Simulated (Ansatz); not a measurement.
# ClH5O2SSi2: taking an electron away

An exercise on one series of results from a longer session: the logs are not shown, and one member is left open.

The runs use Ansatz 0.2.0, Gaussian basis; unrestricted cation, the program's frozen cores in correlated methods.

Levels to be run: UKS PBE-D4/def2-TZVPP; UKS r2SCAN-D4/def2-TZVPP; UKS PBE0-D4/def2-TZVPP; UKS B3LYP-D4/def2-TZVPP; UKS wB97X-V/def2-TZVPP; UKS wB97M-V/def2-TZVPP; UKS B2PLYP/def2-TZVPP; UHF-CCSD(T)/def2-TZVPP; UHF-MP2/def2-QZVPP; extrapolation to the limit; then −ε(HOMO) from the neutral's earlier runs with LDA (SPW92), PBE-D4, revPBE-D4, BLYP-D4, r2SCAN-D4, B97M-V, PBE0-D4, B3LYP-D4, r2SCANh-D4, r2SCAN0-D4, HSE06-D4, BHLYP-D4, CAM-B3LYP-D4, LC-ωPBE, ωB97X-V, ωB97M-V.

## Structure used throughout

The geometry comes from an earlier relaxation with PBE0-D4 in a triple-zeta def2 set; it is a stationary point, not always the lowest conformer.

SMILES `O[SiH](O)S[SiH2]Cl`, 11 atoms, charge 0, spin multiplicity 1.

Atoms are counted from 1 here; the program's logs count them from 0.

Bond lengths: O1–Si2 1.634 Å, O1–H7 0.959 Å, Si2–O3 1.626 Å, Si2–S4 2.149 Å, Si2–H8 1.475 Å, O3–H9 0.959 Å, S4–Si5 2.121 Å, Si5–Cl6 2.054 Å, Si5–H10 1.478 Å, Si5–H11 1.479 Å. Angles: Si2–O1–H7 117.8°, O1–Si2–O3 108.5°, O1–Si2–S4 106.1°, O1–Si2–H8 114.3°, O3–Si2–S4 113.4°, O3–Si2–H8 105.2°, S4–Si2–H8 109.5°, Si2–O3–H9 118.3°, Si2–S4–Si5 97.7°, S4–Si5–Cl6 111.9°, S4–Si5–H10 107.1°, S4–Si5–H11 110.8°, Cl6–Si5–H10 107.8°, Cl6–Si5–H11 107.2°, H10–Si5–H11 112.0°.

Set-up of the first run:

Contents of in.yaml:

```yaml
crystal:
  periodic: [false, false, false]
  atoms:
    - {symbol: O, position_ang: [-1.307900, -1.996734, -1.063047]}
    - {symbol: Si, position_ang: [-0.113028, -1.033712, -0.500657]}
    - {symbol: O, position_ang: [1.177511, -1.187745, -1.477630]}
    - {symbol: S, position_ang: [-0.920212, 0.957951, -0.461837]}
    - {symbol: Si, position_ang: [0.334789, 1.742810, 1.057426]}
    - {symbol: Cl, position_ang: [-0.369632, 1.302535, 2.935754]}
    - {symbol: H, position_ang: [-2.201844, -1.820270, -0.765375]}
    - {symbol: H, position_ang: [0.374018, -1.394921, 0.844269]}
    - {symbol: H, position_ang: [1.061362, -1.016983, -2.414122]}
    - {symbol: H, position_ang: [0.332439, 3.212732, 0.907331]}
    - {symbol: H, position_ang: [1.697797, 1.177436, 0.958290]}
basis:
  gaussian: {orbitals: def2-TZVPP}
total_charge: 1
magnetization: {spin_polarized: true, initial_magnetization: 1}
hamiltonian: {xc: pbe, dispersion: d4}
```

The run is started by

```bash
$ ansatz run in.yaml --threads 2 --pin off --events-out ev --progress --plain --max-ram 32768MiB --backend cpu
```

Among the steps run: Cation, UKS PBE-D4/def2-TZVPP; Cation, UKS r2SCAN-D4/def2-TZVPP; Cation, UKS PBE0-D4/def2-TZVPP; Cation, UKS B3LYP-D4/def2-TZVPP; Cation, UKS wB97X-V/def2-TZVPP; Cation, UKS wB97M-V/def2-TZVPP; Cation, UKS B2PLYP (frozen core)/def2-TZVPP; Cation, UHF-CCSD(T)/def2-TZVPP; Cation, UHF-MP2/def2-QZVPP.

One of the session's tables, all rows but one given; the rest of the session is left out.

It belongs to the step «Ionisation energies side by side». For comparison, −ε(HOMO) of the neutral from earlier runs:

```
  functional  −ε(HOMO) (eV)
 LDA (SPW92)           6.85
      PBE-D4           6.71
   revPBE-D4           6.66
     BLYP-D4           6.52
   r2SCAN-D4           7.02
      B97M-V           7.14
     PBE0-D4           7.96
    B3LYP-D4           7.68
  r2SCANh-D4           7.48
  r2SCAN0-D4           8.16
    HSE06-D4              ?
    BHLYP-D4           9.03
CAM-B3LYP-D4           9.25
     LC-ωPBE          10.66
     ωB97X-V          10.29
     ωB97M-V          10.12
```

**Question.** Estimate the row for HSE06-D4.

As computed: −ε(HOMO) (eV): 7.56. In the column «−ε(HOMO) (eV)» it lies between r2SCANh-D4 (7.48) and B3LYP-D4 (7.68).
